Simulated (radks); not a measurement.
# F⁺ in [He] 2s1 2p4 3p1: an all-electron calculation

An exercise on one series of results from a longer session: the logs are not shown, and one member is left open.

The numbers are computed with radks (a radial shooting solver on a logarithmic mesh, Libxc functionals) version 1 (non-relativistic Kohn-Sham, RPBE, spin-unpolarised, spherical densities, point nucleus), except any that are marked as measured or tabulated.

## The system

- element: fluorine (Z = 9)
- charge: +1
- electrons: 8
- configuration: [He] 2s1 2p4 3p1

Outer shells as boxes (Hund's rule):

F⁺
```
[He] core
2s [↑ ]
2p [↑↓][↑ ][↑ ]
3p [↑ ][  ][  ]
```

The first run:

Input:

```text
Z 9
configuration [He] 2s1 2p4 3p1 3s0 3d0
relativity non-relativistic
functional rpbe,pbe
spin unpolarised
nucleus point
```

Command:

```sh
$ python run_ks.py task.json out
```

All runs below come from this command, one after another.

One of the session's tables, all rows but one given; the rest of the session is left out.

It belongs to the step «Shells». Sizes of the orbitals, from the radial functions (bohr):

```
level     <r>  outermost maximum (interpolated)  90 % within  nodes
   1s       ?                                 ?            ?      ?
   2s  0.9234                             0.739         1.45      1
   2p  0.9075                             0.660         1.52      0
   3s   3.290                              2.89         4.89      2
   3p   3.859                              3.37         5.81      1
   3d   5.085                              4.17         7.83      0
```

Q: Estimate the row for 1s from the others.

**Answer.** <r>: 0.1762; outermost maximum (interpolated): 0.114; 90 % within: 0.315; nodes: 0. In the column «<r>» it is the lowest.
